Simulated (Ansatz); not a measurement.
Relaxation of a periodic cell of 17 atoms, Ti8C8N (host TiC, host structure Fm-3m, interstitial N), to a largest force component of 0.03 eV/Å in at most 60 steps.

Computed with DFT LDA, scalar-relativistic, plane waves, PAW in Ansatz 0.2.0. Settings: PAW set soft_1, cutoff 420 eV, k mesh 4x4x4, fermi-dirac smearing 0.15 eV, no spin polarisation.

```xyz
17
Lattice="0.0000 4.3500 4.3500 4.3500 0.0000 4.3500 4.3500 4.3500 0.0000" Properties=species:S:1:pos:R:3:forces:R:3
Ti 2.175 2.175 2.175 1.57 -1.77 1.72
C 0.000 0.000 0.000 0.02 0.06 -0.04
Ti 4.350 4.350 2.175 0.39 -0.22 -0.32
C 2.175 2.175 0.000 1.00 -1.11 -1.04
Ti 4.350 2.175 4.350 -1.55 -1.52 -1.40
C 2.175 0.000 2.175 0.03 0.02 -0.03
Ti 6.525 4.350 4.350 2.06 2.09 -2.14
C 4.350 2.175 2.175 -0.06 -0.07 0.08
Ti 2.175 4.350 4.350 -0.34 -0.37 0.41
C 0.000 2.175 2.175 -1.35 -1.33 1.31
Ti 4.350 6.525 4.350 0.34 0.32 0.21
C 2.175 4.350 2.175 0.91 0.92 0.99
Ti 4.350 4.350 6.525 -1.71 1.51 1.63
C 2.175 2.175 4.350 0.05 0.02 -0.03
Ti 6.525 6.525 6.525 -0.22 0.40 -0.35
C 4.350 4.350 4.350 -1.17 1.06 -1.09
N 5.472 3.289 5.426 0.03 0.00 0.09
```

Problem. Where does it end, and by what steps?

Solution. The forces met the threshold. Limits of this set-up: coarse k mesh, odd electron count without spin, PAW files made for another functional, a small cell, in which the defect meets its images, a typed lattice constant that wasn't relaxed here. After 11 steps the energy has fallen by 2.246 eV; N17 moved furthest, 0.40 Å.

```
step  energy less start (eV)  largest force component (eV/Å)  accepted
   0                  0.0000                           2.142       yes
   1                 -0.6841                           0.845       yes
   2                 -0.9310                           0.982       yes
   3                 -1.0336                           1.415       yes
   4                 -1.4259                           2.685       yes
   5                 -0.9039                           4.653        no
   6                 -1.8996                           2.421       yes
   7                 -2.1419                           1.175       yes
   8                 -2.2045                           0.509       yes
   9                 -2.2460                           0.035       yes
  10                 -2.2460                           0.034       yes
  11                 -2.2462                           0.022       yes
```

```xyz
17
Lattice="0.0000 4.3500 4.3500 4.3500 0.0000 4.3500 4.3500 4.3500 0.0000" Properties=species:S:1:pos:R:3
Ti 2.242 2.065 2.239
C -0.016 0.022 -0.019
Ti 4.366 4.326 2.149
C 2.242 2.065 -0.113
Ti 4.428 2.252 4.425
C 2.146 -0.030 2.143
Ti 6.592 4.416 4.238
C 4.334 2.158 2.195
Ti 2.151 4.326 4.363
C -0.110 2.064 2.239
Ti 4.310 6.484 4.307
C 2.121 4.296 2.119
Ti 4.240 4.416 6.589
C 2.198 2.158 4.331
Ti 6.501 6.541 6.499
C 4.240 4.416 4.237
N 5.688 3.512 5.685
```

Whether the end is a true minimum wasn't checked by a vibrational analysis.

Run time: 100 s on 4 threads of Arm Neoverse V2, on a shared host, peak memory 0.79 GiB.
